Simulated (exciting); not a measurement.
# Sn3Te (Pm-3m) in exciting: reference runs

How does Sn3Te come out in PBEsol? The cell is run as given.

Everything below comes from runs of exciting (release sodium). Logs are shortened: lines on timing, memory, paths and dates and some standing lists are left out, and cuts for length are marked.

## (1) The structure

The structure is cubic, space group Pm-3m (No. 221). Conventional cell: a = 4.866 Å, b = 4.866 Å, c = 4.866 Å, α = 90.00°, β = 90.00°, γ = 90.00°. Te (site symmetry m-3m) is surrounded by 12 Sn at 3.44 Å. Sn (site symmetry 4/mmm) is surrounded by 4 Te at 3.44 Å and 8 Sn at 3.44 Å.

The cell comes from a database or a generator and needn't be the stable form of this composition.

## (2) Single point, PBEsol

Contents of input.xml:

```xml
<input>
  <title>Sn3Te</title>
  <structure speciespath="./" tshift="false">
    <crystal scale="1">
      <basevect>9.194693005954 0.000000000000 0.000000000000</basevect>
      <basevect>0.000000000000 9.194693005954 0.000000000000</basevect>
      <basevect>0.000000000000 0.000000000000 9.194693005954</basevect>
    </crystal>
    <species speciesfile="Te.xml" rmt="2.3">
      <atom coord="0.000000000000 0.000000000000 0.000000000000"/>
    </species>
    <species speciesfile="Sn.xml" rmt="2.3">
      <atom coord="0.000000000000 0.500000000000 0.500000000000"/>
      <atom coord="0.500000000000 0.000000000000 0.500000000000"/>
      <atom coord="0.500000000000 0.500000000000 0.000000000000"/>
    </species>
  </structure>
  <groundstate do="fromscratch" ngridk="6 6 6" rgkmax="9" gmaxvr="14" lmaxapw="10" lmaxmat="10" lmaxvr="8" xctype="GGA_PBE_SOL" stype="Fermi Dirac" swidth="0.00183747" nempty="14" ValenceRelativity="iora*" epsengy="1e-05" epspot="1e-05" maxscl="60" tforce="true" outputlevel="normal"/>
</input>
```

Potentials or basis: all-electron LAPW+lo, shipped species files, valence relativity iora*.

Command:

```
$ OMP_NUM_THREADS=1 exciting_smp
```

INFO.OUT:

```text
================================================================================
EXCITING SODIUM started
[... 10 lines left out ...]

 Lattice vectors (cartesian) :
      9.1946930060      0.0000000000      0.0000000000
      0.0000000000      9.1946930060      0.0000000000
      0.0000000000      0.0000000000      9.1946930060

 Reciprocal lattice vectors (cartesian) :
      0.6833491127      0.0000000000      0.0000000000
      0.0000000000      0.6833491127      0.0000000000
      0.0000000000      0.0000000000      0.6833491127

 Unit cell volume                           :     777.3412252539
 Brillouin zone volume                      :       0.3191008085

 Species :    1 (Te)
     parameters loaded from                 :    Te.xml
     name                                   :    tellurium
     nuclear charge                         :     -52.00000000
     electronic charge                      :      52.00000000
     atomic mass                            :  232600.57070000
     muffin-tin radius                      :       2.30000000
     # of radial points in muffin-tin       :     400

     atomic positions (lattice) :
       1 :   0.00000000  0.00000000  0.00000000

 Species :    2 (Sn)
     parameters loaded from                 :    Sn.xml
     name                                   :    tin
     nuclear charge                         :     -50.00000000
     electronic charge                      :      50.00000000
     atomic mass                            :  216395.09200000
     muffin-tin radius                      :       2.30000000
     # of radial points in muffin-tin       :     400

     atomic positions (lattice) :
       1 :   0.00000000  0.50000000  0.50000000
       2 :   0.50000000  0.00000000  0.50000000
       3 :   0.50000000  0.50000000  0.00000000

 Total number of atoms per unit cell        :       4

 Spin treatment                             :    spin-unpolarised

 Number of Bravais lattice symmetries       :      48
 Number of crystal symmetries               :      48

 k-point grid                               :       6    6    6
 Total number of k-points                   :      20
 k-point set is reduced with crystal symmetries

 R^MT_min * |G+k|_max (rgkmax)              :       9.00000000
 Species with R^MT_min                      :       1 (Te)
 Maximum |G+k| for APW functions            :       3.91304348
 Maximum |G| for potential and density      :      14.00000000

 G-vector grid sizes                        :      45    45    45
 Total number of G-vectors                  :   36041

 Maximum angular momentum used for
     APW functions                          :      10
     computing H and O matrix elements      :      10
     potential and density                  :       8
     inner part of muffin-tin               :       2

 Total nuclear charge                       :    -202.00000000
 Total electronic charge                    :     202.00000000
 Total core charge                          :     126.00000000
 Total valence charge                       :      76.00000000

 Number of empty states                     :      14
 Total number of valence states             :      53

 Maximum Hamiltonian size                   :     905
 Maximum number of plane-waves              :     840
 Total number of local-orbitals             :      65

 Exchange-correlation type                  :      22
     PBEsol, Phys. Rev. Lett. 100, 136406 (2008)
     Generalised gradient approximation (GGA)

[... 20 lines left out ...]
+ SCF iteration number :    1                                                  +
++++++++++++++++++++++++++++++++++++++++++++++++++++++++++++++++++++++++++++++++
 Total energy                               :    -25314.22713615
 _______________________________________________________________
 Fermi energy                               :         0.25257615
 Kinetic energy                             :     26695.05783301
 Coulomb energy                             :    -51348.51682097
 Exchange energy                            :      -648.43688123
 Correlation energy                         :       -12.33126696

 DOS at Fermi energy (states/Ha/cell)       :        81.14295847

 Electron charges :
     core                                   :       126.00000000
     core leakage                           :         0.00335839
     valence                                :        76.00000000
     interstitial                           :        11.17977094
     charge in muffin-tin spheres :
                  atom     1    Te          :        48.93481139
                  atom     2    Sn          :        47.29513922
                  atom     3    Sn          :        47.29513922
                  atom     4    Sn          :        47.29513922
     total charge in muffin-tins            :       190.82022906
     total charge                           :       202.00000000

++++++++++++++++++++++++++++++++++++++++++++++++++++++++++++++++++++++++++++++++
+ SCF iteration number :    2                                                  +
++++++++++++++++++++++++++++++++++++++++++++++++++++++++++++++++++++++++++++++++
 Total energy                               :    -25318.47830507
 _______________________________________________________________
 Fermi energy                               :         0.25065832
 Kinetic energy                             :     26692.45527284
 Coulomb energy                             :    -51350.08460775
 Exchange energy                            :      -648.51689514
 Correlation energy                         :       -12.33207502

 DOS at Fermi energy (states/Ha/cell)       :        80.25513568

 Electron charges :
     core                                   :       126.00000000
     core leakage                           :         0.00333824
     valence                                :        76.00000000
     interstitial                           :        11.14589615
     charge in muffin-tin spheres :
                  atom     1    Te          :        48.94707011
                  atom     2    Sn          :        47.30234458
                  atom     3    Sn          :        47.30234458
                  atom     4    Sn          :        47.30234458
     total charge in muffin-tins            :       190.85410385
     total charge                           :       202.00000000
[... 347 lines left out ...]
++++++++++++++++++++++++++++++++++++++++++++++++++++++++++++++++++++++++++++++++
+ SCF iteration number :   14                                                  +
++++++++++++++++++++++++++++++++++++++++++++++++++++++++++++++++++++++++++++++++
 Total energy                               :    -25323.06405209
 _______________________________________________________________
 Fermi energy                               :         0.24529455
 Kinetic energy                             :     26688.90417059
 Coulomb energy                             :    -51351.05315415
 Exchange energy                            :      -648.58238010
 Correlation energy                         :       -12.33268843

 DOS at Fermi energy (states/Ha/cell)       :        79.59792735

 Electron charges :
     core                                   :       126.00000000
     core leakage                           :         0.00331468
     valence                                :        76.00000000
     interstitial                           :        11.10086352
     charge in muffin-tin spheres :
                  atom     1    Te          :        48.95220232
                  atom     2    Sn          :        47.31564472
                  atom     3    Sn          :        47.31564472
                  atom     4    Sn          :        47.31564472
     total charge in muffin-tins            :       190.89913648
     total charge                           :       202.00000000

 RMS change in effective potential (target) :  0.803873E-09  ( 0.100000E-04)
 Absolute change in total energy   (target) :  0.764394E-06  ( 0.100000E-04)
 Charge distance                   (target) :  0.808634E-09  ( 0.100000E-04)
 Abs. change in max-nonIBS-force   (target) :   0.00000      ( 0.500000E-04)

++++++++++++++++++++++++++++++++++++++++++++++++++++++++++++++++++++++++++++++++
| Convergency criteria checked for the last 2 iterations                       +
| Convergence targets achieved. Performing final SCF iteration                 +
++++++++++++++++++++++++++++++++++++++++++++++++++++++++++++++++++++++++++++++++
 Total energy                               :    -25323.06405273
 _______________________________________________________________
 Fermi energy                               :         0.24529455
 Kinetic energy                             :     26688.90417037
 Coulomb energy                             :    -51351.05315455
 Exchange energy                            :      -648.58238013
 Correlation energy                         :       -12.33268843

 DOS at Fermi energy (states/Ha/cell)       :        79.59792741

 Electron charges :
     core                                   :       126.00000000
     core leakage                           :         0.00331468
     valence                                :        76.00000000
     interstitial                           :        11.10086352
     charge in muffin-tin spheres :
                  atom     1    Te          :        48.95220232
                  atom     2    Sn          :        47.31564472
                  atom     3    Sn          :        47.31564472
                  atom     4    Sn          :        47.31564472
     total charge in muffin-tins            :       190.89913648
     total charge                           :       202.00000000

++++++++++++++++++++++++++++++++++++++++++++++++++++++++++++++++++++++++++++++++
+ Self-consistent loop stopped                                                 +
++++++++++++++++++++++++++++++++++++++++++++++++++++++++++++++++++++++++++++++++
 STATE.OUT is written

--------------------------------------------------------------------------------
- Writing atomic positions and forces                                          -
--------------------------------------------------------------------------------

 Atomic positions (lattice) :
 atom     1  Te  :     0.00000000    0.00000000    0.00000000
 atom     2  Sn  :     0.00000000    0.50000000    0.50000000
 atom     3  Sn  :     0.50000000    0.00000000    0.50000000
 atom     4  Sn  :     0.50000000    0.50000000    0.00000000

 Total atomic forces including IBS (cartesian) :
 atom     1  Te  :     0.00000000    0.00000000   -0.00000000
 atom     2  Sn  :     0.00000000   -0.00000000   -0.00000000
 atom     3  Sn  :    -0.00000000    0.00000000   -0.00000000
 atom     4  Sn  :     0.00000000   -0.00000000    0.00000000

 Atomic force components including IBS (cartesian) :
 atom     1  Te  :     0.00000000   -0.00000000    0.00000000   HF force
                 :     0.00000000    0.00000000    0.00000000   core correction
                 :     0.00000000   -0.00000000    0.00000000   IBS correction
 atom     2  Sn  :     0.00000000   -0.00000000    0.00000000   HF force
                 :    -0.00000000   -0.00000000    0.00000000   core correction
                 :     0.00000000    0.00000000    0.00000000   IBS correction
 atom     3  Sn  :    -0.00000000   -0.00000000    0.00000000   HF force
                 :     0.00000000   -0.00000000    0.00000000   core correction
                 :    -0.00000000   -0.00000000    0.00000000   IBS correction
 atom     4  Sn  :    -0.00000000    0.00000000    0.00000000   HF force
                 :    -0.00000000   -0.00000000    0.00000000   core correction
                 :    -0.00000000    0.00000000   -0.00000000   IBS correction

********************************************************************************
[... 7 lines left out ...]
| EXCITING SODIUM stopped                                                      =
================================================================================
```

It took 15 min on 1 thread of Intel Xeon at 2.50GHz (Skylake/Cascade Lake), shared host; peak memory 0.24 GiB.

Results:

* Free energy: -689075.7009 eV
* Band gap on the k mesh: none (metal or under the smearing width)
* All electrons inside the program's atomic spheres: Te 48.95; Sn 47.32 (radii Te 2.3, Sn 2.3 bohr)

Caveat: the log's total energy holds no entropy term; the free energy is that total less TS from the occupations.
